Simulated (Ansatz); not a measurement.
This script drives Ansatz 0.2.0, Python API.

Script `run_relaxed_scan.py`:
```python
"""Relaxed scan of one distance in H3OSb."""

import warnings

import ansatz
import numpy as np


def main() -> None:
    warnings.simplefilter("ignore", ansatz.DeckWarning)

    mol = (
        ansatz.Crystal.molecule()
        .atom("O", (0.7482, -0.7165, 0.8119))
        .atom("Sb", (0.1056, 0.2419, -0.9068))
        .atom("H", (0.3907, -1.6138, 0.6691))
        .atom("H", (-1.5062, 0.1867, -0.4197))
        .atom("H", (0.3117, 1.8281, -0.1959))
    )

    calc = mol.calculation()
    calc = calc.basis(gaussian="def2-SVP").functional("HF")
    symbols = [site.symbol for site in mol.cartesian_sites]
    pairs = [(0, 1), (0, 2), (1, 3), (1, 4)]
    print("held (A)   E (eV)        ", "  ".join(f"{symbols[i]}{i}-{symbols[j]}{j}" for i, j in pairs))
    for length in [1.61, 1.75, 1.89, 2.1, 2.36]:
        rep = calc.relax(constraints=[ansatz.DistanceConstraint((1, 4), at=length)], force_tolerance=0.02, max_steps=60).run(threads=1, backend="cpu").report
        xyz = np.array(rep["positions_ang"])
        print(f"{length:6.2f} {rep['free_energy_ev']:14.5f}  ", "  ".join(f"{np.linalg.norm(xyz[i] - xyz[j]):.3f}" for i, j in pairs))


if __name__ == "__main__":
    main()
```

It is started by `python run_relaxed_scan.py`. How long does it take on 1 thread of Arm Neoverse V1, on a shared host, and how much memory does it need?

It took about 62 s, with a peak of 0.18 GiB, for 5 runs of the engine.

```console
$ python run_relaxed_scan.py
held (A)   E (eV)         O0-Sb1  O0-H2  Sb1-H3  Sb1-H4
  1.61    -8592.65832   1.977  0.945  1.703  1.610
  1.75    -8592.71301   1.975  0.945  1.700  1.750
  1.89    -8592.51576   1.972  0.945  1.697  1.890
  2.10    -8591.98997   1.967  0.945  1.695  2.100
  2.36    -8591.27945   1.956  0.946  1.708  2.360
```

Total energies depend on the basis set; only differences at equal settings carry meaning. The energies are electronic: no zero-point or thermal terms, and the basis set is short of its limit. def2 sets replace the cores of elements past krypton by effective core potentials. The script silences the warnings on its input, which a real study should read.
